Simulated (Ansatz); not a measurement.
**BFH3N (built from SMILES NBF): a reaction path by the nudged elastic band**

Aim: the minimum-energy path between two given structures and its highest point. Both ends were relaxed at PBE0-D4 in triple zeta. A second band with other settings follows.

Program: Ansatz 0.2.0, Gaussian basis. Level of theory: PBE0-D4/def2-SVP. These are calculated values, not measurements.

17 further runs of the same task are left out: 1 that didn't finish, 16 set aside as unsound or not needed.

## Step 1: Where the work starts

The first end: 6 atoms, charge 0, spin multiplicity 1.

Atoms are counted from 1 here; the program's logs count them from 0.

Bond lengths: B1–H2 1.196 Å, B1–N3 1.389 Å, B1–F5 1.338 Å, N3–H4 1.004 Å, N3–H6 1.006 Å. Angles: H2–B1–N3 121.8°, H2–B1–F5 119.0°, N3–B1–F5 119.2°, B1–N3–H4 122.4°, B1–N3–H6 122.9°, H4–N3–H6 114.6°.

As a file:

```mol
BFH3N
  3D, bonds by distance, orders not assigned

  6  5  0  0  0  0  0  0  0  0999 V2000
    0.5052    0.2834    0.3208 B   0  0
    1.6550    0.0212    0.1194 H   0  0
   -0.5208   -0.3394   -0.3792 N   0  0
   -0.3481   -1.0342   -1.0825 H   0  0
    0.2020    1.2013    1.2453 F   0  0
   -1.4932   -0.1322   -0.2239 H   0  0
  1  2  8  0
  1  3  8  0
  1  5  8  0
  3  4  8  0
  3  6  8  0
M  END
```

The second end:

```xyz
6
BFH3N
B    -0.54487    0.63799    0.62596
H     2.19877   -0.67194   -0.56468
N    -1.41294    0.05326   -0.02734
H     1.51781   -0.86515   -0.80347
F     0.36640    1.24954    1.30958
H    -2.12518   -0.40360   -0.54016
```

## Step 2: The band at PBE0-D4/def2-SVP

Input file neb/in.yaml:

```yaml
crystal:
  periodic: [false, false, false]
  atoms:
    - {symbol: B, position_ang: [0.505188, 0.283394, 0.320848]}
    - {symbol: H, position_ang: [1.654984, 0.021200, 0.119354]}
    - {symbol: N, position_ang: [-0.520793, -0.339375, -0.379203]}
    - {symbol: H, position_ang: [-0.348124, -1.034249, -1.082521]}
    - {symbol: F, position_ang: [0.201971, 1.201337, 1.245279]}
    - {symbol: H, position_ang: [-1.493226, -0.132209, -0.223856]}
basis:
  gaussian: {orbitals: def2-SVP}
hamiltonian: {xc: pbe0, dispersion: d4}
neb:
  images: 5
  climbing: true
  max_iterations: 40
  initial_path: idpp
  final_atoms:
    - {symbol: B, position_ang: [-0.544871, 0.637987, 0.625965]}
    - {symbol: H, position_ang: [2.198772, -0.671944, -0.564677]}
    - {symbol: N, position_ang: [-1.412939, 0.053264, -0.027339]}
    - {symbol: H, position_ang: [1.517814, -0.865149, -0.803472]}
    - {symbol: F, position_ang: [0.366403, 1.249540, 1.309578]}
    - {symbol: H, position_ang: [-2.125180, -0.403599, -0.540156]}
```

Command:

```console
$ ansatz run in.yaml --threads 2 --pin off --events-out ev --progress --plain --max-ram 4352MiB
```

Standard output, shortened:

```text
Functional definition: PBE0
  name "PBE0"
  cite "Adamo & Barone, J. Chem. Phys. 110, 6158 (1999) doi:10.1063/1.478522"
  cite "Perdew, Burke & Ernzerhof, Phys. Rev. Lett. 77, 3865 (1996) doi:10.1103/PhysRevLett.77.3865"
  parent pbe
[...]
625 factors; integrals over basis functions are off by at most 2.9e-4 eV
[...]
mean field -4925.69147605 eV, -181.0158229912 hartree, gradient 3.5e-5 eV, S^2 0.000000; 0 other end points of the search recorded, 0 dependent functions left out
[...]
reference -4925.69149599 eV, -181.0158237240 hartree; 12, 12 occupied and 45, 45 virtual orbitals, 625 factors
[... from here to the last solve, the lines of the solves are left out (133 solves) ...]
WARN: NEB end point (image 0): max|allowed force component| = 2.922e-1 eV/Å (the criterion of neb.relax_end_points is 1.000e-2). That is over neb.f_tol: it is no minimum, so the barrier can be far off. Relax it first
WARN: NEB end point (image 6): max|allowed force component| = 4.730e-1 eV/Å (the criterion of neb.relax_end_points is 1.000e-2). That is over neb.f_tol: it is no minimum, so the barrier can be far off. Relax it first
NEB iter   1: max|band force component| = 4.446e0 eV/Å  barrier→ = 6.8958 eV  barrier← = 4.4631 eV  Δτ_max = 0.2000 Å  (166 SCF iters)
[...]
NEB iter   5: max|band force component| = 1.154e0 eV/Å  barrier→ = 3.4272 eV  barrier← = 0.9946 eV  Δτ_max = 0.2000 Å  (127 SCF iters)
[...]
NEB iter   9: max|band force component| = 1.142e0 eV/Å  barrier→ = 3.5359 eV  barrier← = 1.1032 eV  CI = image 3  Δτ_max = 0.0844 Å  (129 SCF iters)
[...]
NEB iter  13: max|band force component| = 5.646e-2 eV/Å  barrier→ = 3.4515 eV  barrier← = 1.0188 eV  CI = image 3  Δτ_max = 0.0826 Å  (114 SCF iters)
[...]
NEB iter  17: max|band force component| = 5.595e-2 eV/Å  barrier→ = 3.4507 eV  barrier← = 1.0181 eV  CI = image 3  Δτ_max = 0.0368 Å  (96 SCF iters)
NEB iter  18: max|band force component| = 5.351e-2 eV/Å  barrier→ = 3.4507 eV  barrier← = 1.0181 eV  CI = image 3  Δτ_max = 0.0044 Å  (94 SCF iters)
[...]
NEB iter  19: max|band force component| = 1.844e-2 eV/Å  barrier→ = 3.4507 eV  barrier← = 1.0181 eV  CI = image 3  CI's point: of a kind that is not told: the force calls were inconclusive, a negative curvature could not be distinguished from the path's own, the only one lies far off the [...]
Total energy: -4922.28550178 eV, -180.8906557456 hartree
Atom 0 at     0.144733     0.297287     0.314474 Å, force    -0.000010     0.000041    -0.000083 eV/Å
Atom 1 at     1.364976    -0.301992    -0.228996 Å, force     0.000116     0.000123    -0.000027 eV/Å
Atom 2 at    -0.826745    -0.298821    -0.354645 Å, force    -0.000038     0.000056    -0.000190 eV/Å
Atom 3 at     0.589876    -0.644775    -0.628640 Å, force    -0.000102    -0.000141     0.000150 eV/Å
Atom 4 at     0.561574     1.157737     1.221399 Å, force     0.000053    -0.000036     0.000082 eV/Å
Atom 5 at    -1.834415    -0.209338    -0.323690 Å, force    -0.000020    -0.000043     0.000068 eV/Å
Dipole moment:     0.041750    -0.085986    -0.086781 e Å
```

Wall time 59 s (2 threads of Arm Neoverse V2, shared host).

The last band:

```
image  path (Å)  energy (eV)  H2–H4 (Å)  B1–H2 (Å)  N3–H4 (Å)
    0      0.00        0.000       2.56       1.20       1.00
    1      0.51        0.314       2.02       1.21       1.01
    2      1.01        1.854       1.42       1.28       1.10
    3      1.52        3.451       0.94       1.46       1.48
    4      2.17        2.818       0.77       2.07       2.05
    5      2.81        2.458       0.76       2.67       2.63
    6      3.46        2.433       0.75       3.27       3.17
```

The highest image, 3:

```xyz
6

B     0.1447    0.2973    0.3145
H     1.3650   -0.3020   -0.2290
N    -0.8267   -0.2988   -0.3546
H     0.5899   -0.6448   -0.6286
F     0.5616    1.1577    1.2214
H    -1.8344   -0.2093   -0.3237
```

## Step 3: The band at PBE-D4/cc-pVDZ, other settings

Edit neb/in.yaml of step 2 so:

```diff
@@ -10,9 +10,10 @@
 basis:
-  gaussian: {orbitals: def2-SVP}
-hamiltonian: {xc: pbe0, dispersion: d4}
+  gaussian: {orbitals: cc-pVDZ}
+hamiltonian: {xc: pbe, dispersion: d4}
 neb:
   images: 5
-  climbing: true
-  max_iterations: 40
+  climbing: false
+  max_iterations: 25
   initial_path: idpp
+  max_displacement: 0.05
   final_atoms:
```

Command:

```console
$ ansatz run in.yaml --threads 2 --pin off --events-out ev --progress --plain --max-ram 4352MiB
```

Standard output, shortened:

```text
Functional definition: PBE
  name "PBE"
[... 2 set-up lines as earlier in the session ...]
[...]
662 factors; their error is unknown
[...]
mean field -4929.14575034 eV, -181.1427652299 hartree, gradient 7.0e-5 eV, S^2 0.000000; 0 other end points of the search recorded, 0 dependent functions left out
[...]
reference -4929.14577888 eV, -181.1427662787 hartree; 12, 12 occupied and 45, 45 virtual orbitals, 662 factors
[... from here to the last solve, the lines of the solves are left out (121 solves) ...]
WARN: NEB end point (image 0): max|allowed force component| = 6.967e-1 eV/Å (the criterion of neb.relax_end_points is 1.000e-2). That is over neb.f_tol: it is no minimum, so the barrier can be far off. Relax it first
WARN: NEB end point (image 6): max|allowed force component| = 7.702e-1 eV/Å (the criterion of neb.relax_end_points is 1.000e-2). That is over neb.f_tol: it is no minimum, so the barrier can be far off. Relax it first
[...]
NEB iter  11: max|band force component| = 1.773e0 eV/Å  barrier→ = 3.6397 eV  barrier← = 1.2920 eV  Δτ_max = 0.0500 Å  (143 SCF iters)
[...]
NEB iter  16: max|band force component| = 4.311e-1 eV/Å  barrier→ = 2.9794 eV  barrier← = 0.6317 eV  Δτ_max = 0.0245 Å  (144 SCF iters)
[...]
NEB iter  20: max|band force component| = 7.300e-2 eV/Å  barrier→ = 2.9675 eV  barrier← = 0.6198 eV  Δτ_max = 0.0347 Å  (122 SCF iters)
[...]
NEB iter  21: max|band force component| = 4.184e-2 eV/Å  barrier→ = 2.9648 eV  barrier← = 0.6171 eV  Δτ_max = 0.0000 Å  (502 SCF iters)
Total energy: -4926.23574896 eV, -181.0358246516 hartree
Atom 0 at     0.027964     0.284777     0.294031 Å, force    -0.435721     0.129325     0.107119 eV/Å
Atom 1 at     1.431967    -0.306349    -0.230217 Å, force     0.260220    -0.150173    -0.138876 eV/Å
Atom 2 at    -0.914031    -0.328051    -0.390672 Å, force    -0.272971     0.088942     0.075242 eV/Å
Atom 3 at     0.778367    -0.645026    -0.616532 Å, force     0.587886     0.015129     0.050161 eV/Å
Atom 4 at     0.578366     1.118575     1.182542 Å, force     0.117689    -0.083583    -0.078888 eV/Å
Atom 5 at    -1.902633    -0.123828    -0.239250 Å, force    -0.257103     0.000361    -0.014759 eV/Å
Dipole moment:     0.142619    -0.005638     0.002588 e Å
```

Wall time 49 s (2 threads of Arm Neoverse V2, shared host).

The last band:

```
image  path (Å)  energy (eV)  H2–H4 (Å)  B1–H2 (Å)  N3–H4 (Å)
    0      0.00        0.000       2.56       1.20       1.00
    1      0.58        0.428       1.91       1.22       1.02
    2      1.17        2.496       1.27       1.33       1.22
    3      1.75        2.965       0.83       1.61       1.74
    4      2.33        2.516       0.78       2.22       2.17
    5      2.92        2.327       0.77       2.77       2.65
    6      3.50        2.348       0.75       3.27       3.17
```

The highest image, 3:

```xyz
6

B     0.0280    0.2848    0.2940
H     1.4320   -0.3063   -0.2302
N    -0.9140   -0.3281   -0.3907
H     0.7784   -0.6450   -0.6165
F     0.5784    1.1186    1.1825
H    -1.9026   -0.1238   -0.2392
```

## Step 4: Outcome

| quantity | value |
| --- | --- |
| PBE0-D4/def2-SVP, 19 iterations | highest 3.451 eV (image 3), last end +2.433 eV |
| PBE-D4/cc-pVDZ, 21 iterations | highest 2.965 eV (image 3), last end +2.348 eV |
| from earlier runs: barrier over the separately found saddle, CCSD(T)/def2-TZVPP | 3.587 eV |

What this shows: The highest image lies 3.451 eV above the first end, and it climbed, so it estimates the saddle. The ends are not quite minima at this level (largest force component 0.47 eV/Å), so the heights are unreliable: relaxing the first end would lower it and raise the barrier above it. The highest image is 0.136 eV below the CCSD(T) barrier in triple zeta, which comes from separate runs on the saddle. The second band's highest image lies at 2.965 eV; the levels differ, and it didn't climb, so it lies under its saddle.
